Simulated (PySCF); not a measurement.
# C5H7FNS: the cost of one run

Programs: PySCF 2.14.0, with routines of our own; each step states its level. All values are computed. Atoms count from 0.

## 1. The starting structure

15 atoms, charge 1, multiplicity 1; geometry from: GFN2-xTB.

## 2. Magnetic properties: GIAO KT3/pcSseg-1

What the job is given:

```
{"job": {"kind": "mag", "xc": "KT3", "basis": "pcSseg-1", "isotopologues": 2}, "charge": 1, "multiplicity": 1}
C     -1.807934    -0.763990     0.430370
C     -1.162054     0.377442    -0.348661
N      0.271889     0.411795    -0.110498
C      0.840546     1.113094     0.851353
S      2.517946     0.916428     0.956421
C      2.426872    -0.186053    -0.382914
F      3.498128    -0.759472    -0.858883
C      1.151206    -0.340693    -0.825204
H     -1.399054    -1.725628     0.131937
H     -2.874520    -0.770569     0.227174
H     -1.665438    -0.634974     1.500099
H     -1.589221     1.333165    -0.041469
H     -1.326627     0.243675    -1.419119
H      0.283678     1.757647     1.508660
H      0.830167    -0.963877    -1.641179
```

With the program's defaults for keys left out, this is: GIAO KT3/pcSseg-1 magnetisability, rotational g tensor and spin-rotation constants, non-relativistic, gas phase.

On the command line:

```
$ OMP_NUM_THREADS=1 python excited_run.py task.json out
```

One launch serves the whole session: the jobs run in the order shown.

**Question.** How long does this first job take on 1 thread of Intel Xeon 6975P-C, shared host, and how much memory does it need?

About 33 s, with a peak of 0.68 GiB.
